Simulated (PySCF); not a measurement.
**The bond of BeS+, level by level**

The task here is to estimate one member of a computed series from the others.

The runs use PySCF 2.14.0; Be pcseg-1, S pcseg-1, no relativity.

Set-up of the first run:

Settings of the job:

```
atoms                         : Be, S
charge                        : 1
basis                         : Be pcseg-1, S pcseg-1
Hamiltonian                   : no relativity
basis functions               : 27
electrons treated             : 19
masses in u                   : 9.0122, 31.9721
levels                        : PBE0, PBE, r²SCAN, BLYP, TPSSh, r²SCANh, LC-ωPBE, HF, MP2, SCS-MP2, CCSD, CCSD(T)
grid                          : 80 radial by 434 angular points
occupations                   : held fixed by the projection of orbital angular momentum
dissociation limit            : Be+ + S, each in its ground configuration
starting distance in angstrom : 2.045
values of 2S to try           : 1, 3
```

Command:

```console
$ OMP_NUM_THREADS=1 python dia.py task.json out
```

Steps of the session up to this table: Set-up; First curve: PBE0; Other states along the same grid; PBE (GGA); r²SCAN (meta-GGA); BLYP (GGA); TPSSh (hybrid meta-GGA); r²SCANh (hybrid meta-GGA); LC-ωPBE; UHF; MP2 and coupled cluster.

One table of the session follows, with a row left open; its other results are not shown here.

It belongs to the step «Constants by level of theory». Differences from CCSD(T) in the same basis:

```
      level  Re (mÅ)  ωe (%)
        UHF      -21    +5.9
    UHF-MP2      -11    +4.0
UHF-SCS-MP2       -9    +2.8
   UHF-CCSD       -5    +1.1
        PBE      -11    +1.8
       BLYP        ?       ?
     r²SCAN      -18    +4.3
      TPSSh      -18    +3.5
    r²SCANh      -21    +5.1
       PBE0      -25    +5.1
    LC-ωPBE      -40    +8.9
```

**Question.** Estimate the row for BLYP.

**Answer.** Re (mÅ): -5; ωe (%): -0.2.
